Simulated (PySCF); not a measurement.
# H4O2Yb (Yb(H2O)23+): the cost of one run

The runs use PySCF 2.14.0; several levels, as the steps say, no spin–orbit coupling.

1 further run of the same task is left out (for a known fault of the program).

### 1 The starting structure

7 atoms, charge 3, spin multiplicity 1.

Bond lengths: Yb1–O2 2.156 Å, Yb1–O5 2.157 Å, O2–H3 0.996 Å, O2–H4 0.996 Å, O5–H6 0.996 Å, O5–H7 0.996 Å. Angles: O2–Yb1–O5 110.0°, Yb1–O2–H3 128.3°, Yb1–O2–H4 129.1°, H3–O2–H4 102.6°, Yb1–O5–H6 128.3°, Yb1–O5–H7 129.1°, H6–O5–H7 102.6°.

Geometry (Å):

```xyz
7

Yb    1.0659    0.1227   -0.0046
O    -0.1594    0.0254    1.7666
H     0.0220    0.4164    2.6648
H    -1.0309   -0.4365    1.9021
O    -0.1666   -0.0620   -1.7654
H     0.0355   -0.5462   -2.6121
H    -1.0593    0.3374   -1.9513
```

Formal oxidation states: Yb +3. Each metal's 13 4f electrons lie in its core potential, so multiplicities, spins and levels count the valence alone. An earlier session relaxed this geometry at PBE0, Yb lcecp-1-SVP with ECP59, O def2-SVP, H def2-SVP (singlet, point group C1).

At PBE0 on the finer grid: E = -190.758997 Eh, HOMO -26.97 eV, LUMO -18.91 eV, Mulliken charge on Yb1 +2.19 e, largest force component 0.016 eV/Å. 

Levels to run: CAM-B3LYP; HF; PBE0, TZVP. Hardware: 2 threads of Arm Neoverse V1, shared host.

### 2 CAM-B3LYP

File run.py (the lines that set the calculation):

```python
mol = gto.M(atom='''
Yb     1.06593     0.12267    -0.00465
O     -0.15944     0.02535     1.76658
H      0.02203     0.41637     2.66477
H     -1.03094    -0.43648     1.90207
O     -0.16660    -0.06204    -1.76537
H      0.03554    -0.54616    -2.61212
H     -1.05933     0.33744    -1.95128''',
    basis={'Yb': 'lcecp-1-SVP', 'O': 'def2-SVP', 'H': 'def2-SVP'},
    ecp={'Yb': 'lcecp-1-SVP'},
    charge=3, spin=0)
mf = dft.RKS(mol, xc='CAMB3LYP')
mf.grids.atom_grid = (75, 302)  # f atoms: unpruned, at least (60, 302)
mf = mf.density_fit()  # fitting sets: Yb AutoAux, O def2-universal-JKFIT, H def2-universal-JKFIT
mf.conv_tol = 1e-08; mf.max_cycle = 55
mf.kernel(dm0)  # dm0: the density of the relaxed state
```

Launch:

```sh
$ OMP_NUM_THREADS=2 python run.py
```

**Question.** How long does this run take on 2 threads of Arm Neoverse V1, shared host?

About 4 s.
